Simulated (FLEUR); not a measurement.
HPbNO4:

```
CELL_PARAMETERS angstrom
3.85404 0.14384 0.09012
-0.25320 5.52698 0.16471
-0.48197 -1.92720 5.72025
ATOMIC_POSITIONS crystal
H 0.10913 0.65718 0.54463
Pb 0.61029 0.52127 0.15100
N 0.91580 0.96263 0.95867
O 0.01384 0.13639 0.88084
O 0.72398 0.01057 0.12858
O 0.00389 0.73732 0.87043
O 0.11927 0.59324 0.37651
```

The cell was built by a generator and needn't be a form met in nature.

Base run:

- Program: FLEUR MaX-R8.1 (later development tree)
- Functional: RPBE
- Potentials or basis: all-electron
- Basis: FLAPW
- Kmax: 6.3 1/bohr
- k mesh: 4 × 3 × 3
- Occupations: fermi-dirac, width 0.05 eV
- Spin: no spin polarisation

Its results: band gap on the k mesh 3.32 eV, indirect (least direct gap 3.41 eV).

Question: The run is repeated on the same cell with these changes: functional from RPBE to PBEsol. What comes out?

Answer: Band gap on the k mesh 3.25 eV, indirect (least direct gap 3.34 eV).

Caveats: the plane-wave cutoff is short for the small spheres of the light atoms, so energies, forces and moduli aren't converged; spin-orbit coupling is left out, which as a rule narrows the gap of such compounds by several tenths of an eV; an odd mesh through Γ misses points on the zone boundary, where band edges often lie.

Not every run made on this cell is shown here.
